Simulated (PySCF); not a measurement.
Write a Python script for PySCF 2.14.0 that does the following.

| Quantity | Value |
| --- | --- |
| Task | atomic charges |
| Functional | OLYP |
| Dispersion | D3(BJ) |
| Potentials or basis | cc-pvdz (all-electron) |
| k mesh | 1 × 1 × 1 |
| Occupations | fixed |
| Spin | no spin polarisation |
| Exponents discarded below (exp_to_discard) | 0 1/bohr^2 |
| Three-body dispersion term | no |
| conv_tol | 1e-07 Ha |
| max_cycle | 60 |
| Relativity | none |
| Coulomb method | Gaussian density fitting (GDF) |
| Grid for exchange and correlation | Becke, atom-centred |
| Three-centre integrals | read from an earlier run's file |

The structure of CNAlOH4 lies in AlH4CNO.cif:

```cif
data_AlH4CNO
_cell_length_a 12.00000000
_cell_length_b 14.00000000
_cell_length_c 12.00000000
_cell_angle_alpha 90.00000000
_cell_angle_beta 90.00000000
_cell_angle_gamma 90.00000000
_space_group_name_H-M_alt 'P1'
_space_group_name_Hall 'P 1'
_space_group_IT_number 1
loop_
_space_group_symop_operation_xyz
'x,y,z'
loop_
_atom_site_label
_atom_site_type_symbol
_atom_site_symmetry_multiplicity
_atom_site_Wyckoff_symbol
_atom_site_fract_x
_atom_site_fract_y
_atom_site_fract_z
_atom_site_occupancy
C1 C 1 a 0.4763090000 0.6049410000 0.4656190000 1
N1 N 1 a 0.5468180000 0.5745320000 0.5554080000 1
Al1 Al 1 a 0.5046800000 0.4563630000 0.5211680000 1
O1 O 1 a 0.4315480000 0.5255500000 0.4206290000 1
H1 H 1 a 0.5253890000 0.6451130000 0.3998140000 1
H2 H 1 a 0.4101820000 0.6561130000 0.4982210000 1
H3 H 1 a 0.5946390000 0.6172190000 0.6008940000 1
H4 H 1 a 0.5147140000 0.3458720000 0.5548360000 1
```

The cell isn't the ideal one: atoms moved at random, drawn with an rms of 0.05 Å.

These files were run (other wordings do the same):

run.py

```python
import json
import numpy as np
from pyscf.pbc import gto, scf, dft, df

cell = gto.Cell()
cell.basis = 'cc-pvdz'
cell.fromfile('AlH4CNO.cif')
cell.exp_to_discard = 0
cell.precision = 1e-08
cell.max_memory = 2520  # MB
cell.verbose = 4
cell.build()

res = {}
from pyscf.dispersion import dftd3
d = dftd3.DFTD3Dispersion(cell, xc='olyp', version='d3bj', atm=False).get_dispersion(grad=True)
print('dispersion energy = %.10f' % d['energy'])
res['e_disp'] = float(d['energy'])

kpts = cell.make_kpts([1, 1, 1])
mf = dft.KRKS(cell, kpts, xc='olyp')
mf = mf.density_fit()
mf.with_df._cderi = 'cderi.h5'  # three-centre integrals saved by an earlier run on this cell, basis and mesh
mf.conv_tol = 1e-07
mf.max_cycle = 60

mf.kernel()
res.update(converged=bool(mf.converged), e_tot=mf.e_tot, nelec=cell.nelectron, nao=cell.nao, mesh=list(map(int, cell.mesh)), a=cell.lattice_vectors().tolist(), coords=cell.atom_coords().tolist(),
           mo_energy=[np.real(x).tolist() for x in mf.mo_energy], mo_occ=[np.real(x).tolist() for x in mf.mo_occ])
res.update(kpts=cell.get_scaled_kpts(kpts).tolist())
res['parts'] = {k: float(np.real(v)) for k, v in mf.scf_summary.items() if np.isscalar(v)}
json.dump(res, open('results.json', 'w'))
if not mf.converged:
    raise SystemExit('SCF not converged')

print('levels (eV)')
for i, kp in enumerate(res['kpts'][:40]):
    print('k %7.4f %7.4f %7.4f  ' % tuple(kp), ' '.join('%.3f' % (x * 27.211386) for x in res['mo_energy'][i][:24]))

# Mulliken populations
dm, s = np.asarray(mf.make_rdm1()), np.asarray(mf.get_ovlp())
sites = cell.aoslice_by_atom()[:, 2:]
tot = np.einsum('kij,kji->i', dm, s).real / len(kpts)
res['mulliken'] = [cell.atom_charge(i) - tot[a0:a1].sum() for i, (a0, a1) in enumerate(sites)]
print('Mulliken charges', np.round(res['mulliken'], 5))
res['meta_lowdin'] = mf.mulliken_meta()[1].tolist()
res['done'] = True
json.dump(res, open('results.json', 'w'))
```

Potentials or basis: cc-pvdz (all-electron).

Launch:

```bash
$ OMP_NUM_THREADS=2 python -u run.py > log
```

Results of the run:

The gap between the frontier levels is 4.08 eV and the meta-löwdin charges are C +0.15; N -0.55; Al +0.73; O -0.57; H +0.06, +0.22, -0.11 e. The dispersion energy per atom is -0.096 eV.

Caveat: this is a molecule in a periodic box at the Γ point, so its band gap is the HOMO-LUMO gap; the energy listed adds the dispersion energy to the SCF energy of the log; population charges move with the basis; the basis of atomic orbitals isn't converged, which shifts pressures, moduli and gaps.

Run time: 40 s on 2 threads of Intel(R) Xeon(R) Processor @ 2.50GHz (Skylake/Cascade Lake) (shared host), peak memory 1.9 GiB.
